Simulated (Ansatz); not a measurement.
**InH2OF (SMILES [OH][InH][F]): RPA@PBE0/def2-SVP (core potential)**

What is the electronic atomisation energy of InH2OF at RPA@PBE0/def2-SVP (core potential)? 

The results are computed with Ansatz 0.2.0.

37 further runs of the same task are left out: 1 that didn't finish, 36 set aside as unsound or not needed.

## Step 1: The system as given

InH2OF has 5 atoms, charge 0, and is taken as a singlet. SMILES: `[OH][InH][F]`. Geometry: relaxed at PBE0-D4/def2-TZVP. This is a higher conformer, about 10 kJ/mol above the lowest found by a separate search.

Bond lengths: O1–In2 1.966 Å, In2–F3 1.944 Å, O1–H4 0.960 Å, In2–H5 1.691 Å. Angles: O1–In2–F3 106.4°, O1–In2–H5 133.9°, F3–In2–H5 119.7°, In2–O1–H4 113.6°.

## Step 2: A single-point energy at RPA@PBE0/def2-SVP (core potential)

input.yaml reads:

```yaml
crystal:
  periodic: [false, false, false]
  atoms:
    - {symbol: O, position_ang: [-1.279500, -0.345900, -0.577400]}
    - {symbol: In, position_ang: [0.480100, 0.042500, 0.210000]}
    - {symbol: F, position_ang: [1.185900, -1.654700, 0.841500]}
    - {symbol: H, position_ang: [-1.725200, 0.429800, -0.925700]}
    - {symbol: H, position_ang: [1.388500, 1.454700, 0.410200]}
basis:
  gaussian: {orbitals: def2-SVP}
accuracy: high
hamiltonian: {xc: pbe0}
correlation: {method: rpa, frozen_orbitals: {F: 1, H: 0, In: 4, O: 1}}
```

Launch:

```bash
$ ansatz run input.yaml --threads 1 --pin off --max-ram 3480MiB --events-out events.jsonl --progress --plain --runs-dir runs
```

Log:

```text
Warning: RAYON_NUM_THREADS=1 ignored (pool sized by the plan → 1); use --threads N
Functional definition: PBE0
  name "PBE0"
  parameter a = 0.25
  parameter kappa = 0.804
  parameter beta = 0.06672455060314922
  exchange = (1 - a)*pbe_x(kappa = kappa, mu = beta*pi^2/3) + a*exact_x
  correlation = pbe_c(beta = beta)
1445 factors; integrals over basis functions are off by at most 3.0e-9 eV
mean field evaluation 1: about -9954.6218 eV, gradient 6.4e1 eV
mean field evaluation 2: about -9954.6815 eV, gradient 6.4e1 eV
mean field evaluation 4: about -9961.3558 eV, gradient 1.8e1 eV
mean field evaluation 8: about -9962.1014 eV, gradient 1.3e0 eV
mean field evaluation 16: about -9962.1071 eV, gradient 3.3e-5 eV
mean field -9962.10708370 eV, -366.1006827674 hartree, gradient 8.5e-8 eV, S^2 0.000000; 0 other end points of the search recorded, 0 dependent functions left out
6 core orbitals not correlated: weight in the atoms' cores, before any rotation towards them, 1.000 or more for the frozen orbitals, at most 0.000 for the correlated occupied ones
reference -9919.19008353 eV, -364.5235121011 hartree; 14, 14 occupied and 44, 44 virtual orbitals, 1445 factors
Total energy: -9936.96027587 eV, -365.1765546248 hartree
```

Run time: 11 s. Hardware: 1 thread of Intel Xeon Platinum 8259CL at 2.50GHz (Skylake/Cascade Lake), shared host; peak memory 0.24 GiB.

## Step 3: The F atom

run.yaml reads:

```yaml
crystal:
  periodic: [false, false, false]
  atoms:
    - symbol: F
      position_ang: [0.000000, 0.000000, 0.000000]
basis:
  gaussian:
    orbitals: def2-SVP
magnetization:
  spin_polarized: true
  initial_magnetization: 1
hamiltonian:
  xc: {name: PBE0}
correlation:
  method: rpa
  frozen_orbitals: {F: 1}
accuracy: high
```

Run the same way, it converges to -99.49082 Eh (log not shown).

## Step 4: The H atom at the same level

run.yaml reads:

```yaml
basis:
  gaussian: {orbitals: def2-SVP}
crystal:
  periodic: [false, false, false]
  atoms:
    - {symbol: H, position_ang: [0.000000, 0.000000, 0.000000]}
accuracy: high
hamiltonian: {xc: pbe0}
correlation: {method: rpa, frozen_orbitals: {H: 0}}
magnetization: {spin_polarized: true, initial_magnetization: 1}
```

Run the same way, it converges to -0.51113 Eh (log not shown).

## Step 5: The In atom

input.yaml reads:

```yaml
crystal:
  periodic: [false, false, false]
  atoms:
    - {symbol: In, position_ang: [0.000000, 0.000000, 0.000000]}
basis:
  gaussian: {orbitals: def2-SVP}
magnetization: {spin_polarized: true, initial_magnetization: 1}
hamiltonian: {xc: pbe0}
correlation: {method: rpa, frozen_orbitals: {In: 4}}
accuracy: high
```

Launch:

```bash
$ ansatz run input.yaml --threads 1 --pin off --max-ram 3480MiB --events-out events.jsonl --progress --plain --runs-dir runs
```

Log, cut to the lines that bear on the results:

```text
Warning: RAYON_NUM_THREADS=1 ignored (pool sized by the plan → 1); use --threads N
[... 2 set-up lines as earlier in the session ...]
[...]
230 factors; integrals over basis functions are off by at most 1.2e-9 eV
[...]
mean field -5173.14337231 eV, -190.1095124498 hartree, gradient 3.9e-8 eV, S^2 0.752592; 3 other end points of the search recorded, 0 dependent functions left out
4 core orbitals not correlated: weight in the atoms' cores, before any rotation towards them, 1.000 or more for the frozen orbitals, at most 0.000 for the correlated occupied ones
reference -5148.38859709 eV, -189.1997912400 hartree; 7, 6 occupied and 15, 16 virtual orbitals, 230 factors
Total energy: -5150.96775577 eV, -189.2945735734 hartree
```

Wall time 4.5 s (1 thread of Intel Xeon Platinum 8259CL at 2.50GHz (Skylake/Cascade Lake), shared host); peak memory 0.13 GiB.

## Step 6: The O atom at the same level

job.yaml reads:

```yaml
crystal:
  periodic: [false, false, false]
  atoms:
    - {symbol: O, position_ang: [0.000000, 0.000000, 0.000000]}
basis:
  gaussian:
    orbitals: def2-SVP
magnetization:
  spin_polarized: true
  initial_magnetization: 2
hamiltonian:
  xc: pbe0
correlation:
  method: rpa
  frozen_orbitals: {O: 1}
accuracy: high
```

Run the same way, it converges to -74.88899 Eh (log not shown).

## Step 7: Summary of results

At RPA@PBE0/def2-SVP (core potential), 6 core orbitals frozen:

```
                                  quantity          value
                    molecule: total energy  -365.17655 Eh
molecule: RPA correlation energy (valence)     -653.0 mEh
                      F atom: total energy   -99.49082 Eh
  F atom: RPA correlation energy (valence)     -207.7 mEh
 F atom: ⟨S²⟩ of the reference determinant          0.751
                      H atom: total energy    -0.51113 Eh
            H atom: RPA correlation energy      -11.9 mEh
 H atom: ⟨S²⟩ of the reference determinant          0.750
                     In atom: total energy  -189.29457 Eh
 In atom: RPA correlation energy (valence)      -94.8 mEh
In atom: ⟨S²⟩ of the reference determinant          0.753
                      O atom: total energy   -74.88899 Eh
  O atom: RPA correlation energy (valence)     -169.9 mEh
 O atom: ⟨S²⟩ of the reference determinant          2.002
             electronic atomisation energy      13.059 eV
```

**Reading.** Taking the molecule apart into free atoms costs 13.06 eV (1260 kJ/mol), before zero-point energy and without spin-orbit coupling.
